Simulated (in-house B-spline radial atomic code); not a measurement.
# Er: ionisation energy by several methods

The task here is to estimate one member of a computed series from the others.

Program: in-house B-spline radial atomic code version 1. Level of theory: scalar-relativistic (X2C), several functionals, spin-polarised, exact exchange averaged over the configuration; spherical all-electron atom at the radial basis limit. These are calculated values, not measurements, unless marked.

## What is computed

```
element       : erbium (Z = 68)
charge        : 0
electrons     : 68
configuration : [Xe] 4f12 6s2
nucleus       : Fermi, rms radius 5.252 fm
```

Outer shells as boxes (Hund's rule):

[Xe] 4f12 6s2
```
[Xe] core
4f [↑↓][↑↓][↑↓][↑↓][↑↓][↑ ][↑ ]
6s [↑↓]
```

Where spins are not typed, each open shell is filled with up spins first.

The first run:

Settings, as recorded:

```ini
Z = 68
electrons = 68.0
configuration = [Xe] 4f12 6s2
hamiltonian = x2c
method = r2scan0
spin_polarised = True
nucleus = fermi
rms_radius = 5.2516
mass_number = 166
atomic_mass = 165.930301067
speed_of_light = 137.035999084
exact_exchange = averaged over the configuration
```

Started as:

```sh
> python run_scf.py task.json out
```

The settings of every run stand in task.json; they run in order.

Steps of the session up to this table: r2SCAN0, a global hybrid; TPSSh, a global hybrid; ωB97X, a range-separated hybrid; M06-2X, a global hybrid; HSE06, a range-separated hybrid; PBE0, a global hybrid.

One table of the session follows, with a row left open; its other results are not shown here.

```
 method  ΔSCF (eV)
r2SCAN0      5.861
  TPSSh      5.941
 M06-2X      6.290
   PBE0      5.991
  ωB97X      6.290
  HSE06          ?
```

**Question.** Estimate the row for HSE06.

**Answer.** ΔSCF (eV): 6.004. In the column «ΔSCF (eV)» it lies between PBE0 (5.991) and M06-2X (6.290).
